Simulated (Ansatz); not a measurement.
# Hf: stress in a strained cell

Aim: deform Hf (equal xx and yy strain of +1 %) and compute stress, forces and field gradients with LAPW, PAW and all-electron datasets made for the crystal.

Program: Ansatz 0.2.0. Level of theory: DFT PBEsol, scalar-relativistic. These are calculated values, not measurements.

## (1) The starting structure

It takes space group Im-3m (No. 229, cubic). Conventional cell: a = 3.610 Å, b = 3.610 Å, c = 3.610 Å, α = 90.00°, β = 90.00°, γ = 90.00°. Hf (site symmetry m-3m) has 8 Hf at 3.13 Å as nearest neighbours.

Coordinates:

```xyz
1
Lattice="-1.8050 1.8050 1.8050 1.8050 -1.8050 1.8050 1.8050 1.8050 -1.8050" Properties=species:S:1:pos:R:3 pbc="T T T"
Hf    0.0000    0.0000    0.0000
```

## (2) The deformed structure

Space group Im-3m before, I4/mmm after.

## (3) All-electron LAPW

input.yaml

```yaml
crystal:
  lattice:
    - [-1.82305, 1.82305, 1.805]
    - [1.82305, -1.82305, 1.805]
    - [1.82305, 1.82305, -1.805]
  atoms:
    - { symbol: Hf, position: [0.0, 0.0, 0.0] }
kpoints:
  mp_grid: { grid: [14, 14, 14] }
  band_path:
    path:
      - [0.0, 0.0, 0.0]
      - [0.0, 0.0, 0.5]
      - [-0.5, 0.5, 0.5]
      - [0.0, 0.0, 0.0]
      - [0.4950740124, 0.4950740124, -0.4950740124]
      - [-0.4950740124, 0.5049259876, 0.4950740124]
      - [-0.5, 0.5, 0.5]
      - [0.0, 0.0, 0.5]
      - [0.25, 0.25, 0.25]
    npoints: 5
scf:
  occupations: { method: fermi_dirac, width: 0.05 }
hamiltonian:
  xc: pbesol
  pseudopotentials: { kind: all_electron, lapw: { basis_error: 0.0005 } }
output:
  forces: true
  stress: true
  eigenvalues: true
```

Launch:

```sh
$ ansatz run input.yaml --threads 1 --pin off --max-ram 3072MiB --backend cpu --events-out ev --progress --plain --runs-dir out
```

## (4) Frozen-core PAW

input.yaml

```yaml
crystal:
  lattice:
    - [-1.82305, 1.82305, 1.805]
    - [1.82305, -1.82305, 1.805]
    - [1.82305, 1.82305, -1.805]
  atoms:
    - { symbol: Hf, position: [0.0, 0.0, 0.0] }
kpoints:
  mp_grid: { grid: [14, 14, 14] }
scf:
  occupations: { method: fermi_dirac, width: 0.05 }
hamiltonian:
  xc: pbesol
  pseudopotentials: { kind: paw }
output:
  forces: true
  stress: true
  eigenvalues: true
  efg: { contact_densities: true }
  write_density: true
  write_potential: true
  elf: true
  volumetric_format: npy
```

## (5) All-electron PAW on datasets made for the crystal

input.yaml: that of step 4 with these lines changed.

```diff
@@ -13,3 +13,3 @@
   xc: pbesol
-  pseudopotentials: { kind: paw }
+  pseudopotentials: { kind: all_electron, datasets: crystal }
 output:
@@ -19,5 +19 @@
   efg: { contact_densities: true }
-  write_density: true
-  write_potential: true
-  elf: true
-  volumetric_format: npy
```

(Steps that only read results are left out.)

Before running it: what results should come out? Wanted: pressure; largest shear or deviatoric stress.

As calculated:

| quantity | value |
| --- | --- |
| pressure | LAPW -10.44, PAW -10.45, crystal datasets -10.44 GPa |
| largest shear or deviatoric stress (LAPW) | 0.39 GPa |

In words: The largest part of the stress beyond the pressure is 0.39 GPa in size, in the zz component. No run of the undeformed cell stands beside it, so the pressure holds what the given cell had before the change. PAW: stress within 0.02 GPa of LAPW. Crystal datasets: stress within 0.01 GPa of LAPW. Spin-orbit coupling is left out, though the cell holds Hf; in elements this heavy it can shift bands and gaps by tenths of an eV.
